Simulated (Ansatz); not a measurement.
# BH₂LiSTe (SMILES [Li][S][Te]B): one structure at several levels

An exercise on one series of results from a longer session: the logs are not shown, and one member is left open.

Program: Ansatz 0.2.0, Gaussian basis. Level of theory: single points in def2-TZVPP. These are calculated values, not measurements.

Cores are frozen in the correlated methods. Filled d shells of the heavier atoms are correlated. Core potentials replace the inner electrons past krypton, and spin-orbit coupling is left out. The outer core shell of Li, Na, Mg and K is correlated.

### Starting geometry

SMILES `[Li][S][Te]B`, 6 atoms, charge 0, spin multiplicity 1.

Atoms are counted from 1 here; the program's logs count them from 0.

Bond lengths: Li1–S2 2.087 Å, Li1–Te3 3.108 Å, S2–Te3 2.374 Å, Te3–B4 2.183 Å, B4–H5 1.260 Å, B4–H6 1.229 Å. Angles: S2–Li1–Te3 49.8°, Li1–S2–Te3 88.1°, Li1–Te3–S2 42.2°, Li1–Te3–B4 60.9°, S2–Te3–B4 102.6°, Te3–B4–H5 107.7°, Te3–B4–H6 118.3°, H5–B4–H6 133.0°.

As a file:

```mol
BH2LiSTe
  3D, bonds by distance, orders not assigned

  6  6  0  0  0  0  0  0  0  0999 V2000
   -1.7684    0.0195    0.4702 Li  0  0
   -1.0223    1.8270    1.2002 S   0  0
    1.0562    1.2846    0.1897 Te  0  0
    0.7460   -0.7766   -0.4593 B   0  0
    1.6935   -1.0813   -1.2319 H   0  0
   -0.3274   -1.3142   -0.1980 H   0  0
  1  2  8  0
  1  3  8  0
  2  3  8  0
  3  4  8  0
  4  5  8  0
  4  6  8  0
M  END
```

Set-up of the first run:

run/in.yaml reads:

```yaml
crystal:
  periodic: [false, false, false]
  atoms:
    - {symbol: Li, position_ang: [-1.768400, 0.019500, 0.470200]}
    - {symbol: S, position_ang: [-1.022300, 1.827000, 1.200200]}
    - {symbol: Te, position_ang: [1.056200, 1.284600, 0.189700]}
    - {symbol: B, position_ang: [0.746000, -0.776600, -0.459300]}
    - {symbol: H, position_ang: [1.693500, -1.081300, -1.231900]}
    - {symbol: H, position_ang: [-0.327400, -1.314200, -0.198000]}
basis:
  gaussian: {orbitals: def2-TZVPP}
correlation: {method: ccsd_t}
output: {forces: true}
```

The command line of these runs was not kept.

Among the steps run: CCSD(T)/def2-TZVPP; PBE0-D4/def2-TZVPP; wB97M-V/def2-TZVPP; r2SCAN-D4/def2-TZVPP; PBE-D4/def2-TZVPP; CAM-B3LYP-D4/def2-TZVPP; r2SCAN0-D4/def2-TZVPP.

One table of the session follows, with a row left open; its other results are not shown here.

| method | RMS force component (eV/Å) | angle to CCSD(T) forces (°) | dipole (D) |
| --- | --- | --- | --- |
| CCSD(T) | 0.785 | reference | 4.76 |
| PBE0-D4 | 0.767 | 6.5 | 4.80 |
| wB97M-V | 0.816 | 6.1 | 5.01 |
| r2SCAN-D4 | 0.755 | 3.8 | 4.76 |
| PBE-D4 | 0.704 | 4.3 | 4.36 |
| CAM-B3LYP-D4 | ? | ? | ? |
| r2SCAN0-D4 | 0.800 | 8.1 | 5.04 |

Q: Estimate the row for CAM-B3LYP-D4 from the others.

The run gave: RMS force component (eV/Å): 0.795; angle to CCSD(T) forces (°): 7.5; dipole (D): 4.99. In the column «RMS force component (eV/Å)» it lies between CCSD(T) (0.785) and r2SCAN0-D4 (0.800).
